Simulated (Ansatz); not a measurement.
**C3H8F2OSi: a ladder of functionals and wavefunction methods**

An exercise on one series of results from a longer session: the logs are not shown, and one member is left open.

Program: Ansatz 0.2.0, Gaussian basis. Level of theory: functionals in def2-TZVPP, the program's frozen cores in correlated methods. These are calculated values, not measurements.

Levels to be run: PBE-D4, r2SCAN-D4, PBE0-D4, B3LYP-D4, ωB97X-V, ωB97M-V, B2PLYP; CCSD(T)/def2-TZVPP; MP2/def2-QZVPP; extrapolation to the limit.

### Structure used throughout

An earlier PBE0-D4 in a triple-zeta def2 set relaxation fixed the geometry.

SMILES `CCO[Si](C)(F)F`, 15 atoms, charge 0, spin multiplicity 1.

Atoms are counted from 1 here; the program's logs count them from 0.

Bond lengths: C1–C2 1.510 Å, C1–H8 1.092 Å, C1–H9 1.092 Å, C1–H10 1.093 Å, C2–O3 1.422 Å, C2–H11 1.093 Å, C2–H12 1.096 Å, O3–Si4 1.612 Å, Si4–C5 1.832 Å, Si4–F6 1.592 Å, Si4–F7 1.592 Å, C5–H13 1.092 Å, C5–H14 1.092 Å, C5–H15 1.092 Å. Angles: C2–C1–H8 110.5°, C2–C1–H9 111.1°, C2–C1–H10 110.0°, H8–C1–H9 108.4°, H8–C1–H10 108.4°, H9–C1–H10 108.3°, C1–C2–O3 111.4°, C1–C2–H11 110.6°, C1–C2–H12 110.8°, O3–C2–H11 106.5°, O3–C2–H12 110.0°, H11–C2–H12 107.4°, C2–O3–Si4 127.3°, O3–Si4–C5 110.4°, O3–Si4–F6 110.5°, O3–Si4–F7 109.6°, C5–Si4–F6 110.7°, C5–Si4–F7 111.3° and more.

Set-up of the first run:

The input, in.yaml:

```yaml
crystal:
  periodic: [false, false, false]
  atoms:
    - {symbol: C, position_ang: [0.322310, 1.459977, -1.843969]}
    - {symbol: C, position_ang: [0.856574, 0.128280, -1.373926]}
    - {symbol: O, position_ang: [0.645660, -0.051940, 0.020994]}
    - {symbol: Si, position_ang: [-0.626673, -0.736713, 0.736434]}
    - {symbol: C, position_ang: [-0.356368, -0.852925, 2.544566]}
    - {symbol: F, position_ang: [-1.954073, 0.083491, 0.418344]}
    - {symbol: F, position_ang: [-0.890786, -2.170460, 0.097485]}
    - {symbol: H, position_ang: [0.787294, 2.276451, -1.288020]}
    - {symbol: H, position_ang: [-0.758933, 1.520152, -1.704879]}
    - {symbol: H, position_ang: [0.540781, 1.597601, -2.905880]}
    - {symbol: H, position_ang: [1.935821, 0.068136, -1.535577]}
    - {symbol: H, position_ang: [0.396021, -0.694508, -1.932251]}
    - {symbol: H, position_ang: [0.522216, -1.463088, 2.762095]}
    - {symbol: H, position_ang: [-0.198373, 0.139868, 2.970315]}
    - {symbol: H, position_ang: [-1.221473, -1.304323, 3.034269]}
basis:
  gaussian: {orbitals: def2-TZVPP}
hamiltonian: {xc: pbe, dispersion: d4}
output: {forces: true, orbitals: {seedname: orbitals}}
```

On the command line:

```console
ansatz run in.yaml --threads 2 --pin off --events-out ev --progress --plain --max-ram 22528MiB --backend cuda --devices 0, --max-vram 18GiB
```

Steps of the session up to this table: PBE-D4 (GGA); r2SCAN-D4 (meta-GGA); PBE0-D4 (hybrid); B3LYP-D4 (hybrid); ωB97X-V (range-separated); ωB97M-V (range-separated); B2PLYP (double hybrid); CCSD(T) in def2-TZVPP; MP2 in def2-QZVPP.

One of the session's tables, all rows but one given; the rest of the session is left out.

It belongs to the step «Atomisation energies». 

```
            method  atomisation energy (kcal/mol)
            PBE-D4                              ?
         r2SCAN-D4                         1481.2
           PBE0-D4                         1474.4
          B3LYP-D4                         1473.8
           ωB97X-V                         1479.9
           ωB97M-V                         1481.4
            B2PLYP                         1463.5
     HF/def2-TZVPP                         1111.1
    MP2/def2-TZVPP                         1474.7
   CCSD/def2-TZVPP                         1426.3
CCSD(T)/def2-TZVPP                         1444.8
           MP2/CBS                         1511.4
       CCSD(T)/CBS                         1481.6
```

Q: Estimate the row for PBE-D4 from the others.

The run gave: atomisation energy (kcal/mol): 1498.0. In the column «atomisation energy (kcal/mol)» it lies between CCSD(T)/CBS (1481.6) and MP2/CBS (1511.4).
